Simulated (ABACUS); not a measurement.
Runs of ABACUS 3.10.1 on HfIn4SiO6. The typed cell holds 12 atoms: a = 5.699 Å, b = 6.149 Å, c = 7.308 Å, α = 98.49°, β = 111.85°, γ = 96.55°. The cell was built by a generator and needn't be a form met in nature.

| task | level | potentials or basis | k mesh | cutoff (eV) | SCF threshold on the density | eigensolver | symmetry key | threshold of the eigensolver | path | mesh quality | gap on the mesh (eV) | pressure (GPa) | V0 of scaled cells (Å³/atom) | B0 (GPa) | largest force (eV/Å) |
| --- | --- | --- | --- | --- | --- | --- | --- | --- | --- | --- | --- | --- | --- | --- | --- |
| single point | r2SCAN | SG15 ONCV 1.2 PBE, DZP LCAO (the cutoffs set its grid) | 3 × 3 × 2 | 1361 | 1e-07 | scalapack_gvx | 1 | - | - | coarse | (c) | -1.5 | - | - | (a) |
| equation of state | r2SCAN | SG15 ONCV 1.2 PBE, plane waves | 3 × 3 × 2 | 1320 | 1e-08 | dav | 1 | - | - | coarse | - | - | 18.48 | 98 | - |
| single point | r2SCAN | SG15 ONCV 1.2 PBE, plane waves | 3 × 3 × 2 | 1320 | 1e-08 | dav | 1 | - | - | coarse | 1.36 | -3.7 | - | - | 0.58 |
| single point | LDA | PseudoDojo NC SR 0.4.1 LDA standard, plane waves | 3 × 3 × 3 | 1143 | 1e-08 | dav | 1 | - | - | not flagged | 0.98 | (b) | - | - | 0.71 |
| equation of state | r2SCAN | SG15 ONCV 1.2 PBE, DZP LCAO (the cutoffs set its grid) | 3 × 3 × 2 | 1361 | 1e-07 | genelpa | 1 | - | - | coarse | - | - | 18.94 | 92 | - |

Alike in all rows: no spin polarisation; cell as given; smearing fermi-dirac 0.05 eV.

**Question.** Fill in the values left out.

**Answer.** (a) 1.25; (b) -6.7; (c) 1.33.

Caveats: some runs use coarse meshes; the potentials were made for another functional, which shifts forces and pressure (some runs); spin-orbit coupling is left out, which moves the levels of the heavy elements (some runs); an odd mesh through Γ misses points on the zone boundary, where band edges often lie (some runs); the atomic orbitals were generated for these runs and aren't a published set (some runs); the basis of atomic orbitals isn't converged, which shifts pressures, moduli and gaps (some runs); the cell was scaled at fixed shape and fractional positions, which overstates the stiffness of a crystal with free parameters, most of all of layers and chains (some runs); there are fewer bands than atomic start orbitals, so a level may be missed at k points of high symmetry (some runs).

A k mesh can miss the band edges, and the runs leave out spin-orbit coupling on Hf, In.

The runs don't all hold the same shells in valence.

Runs at the PBE level aren't shown here.
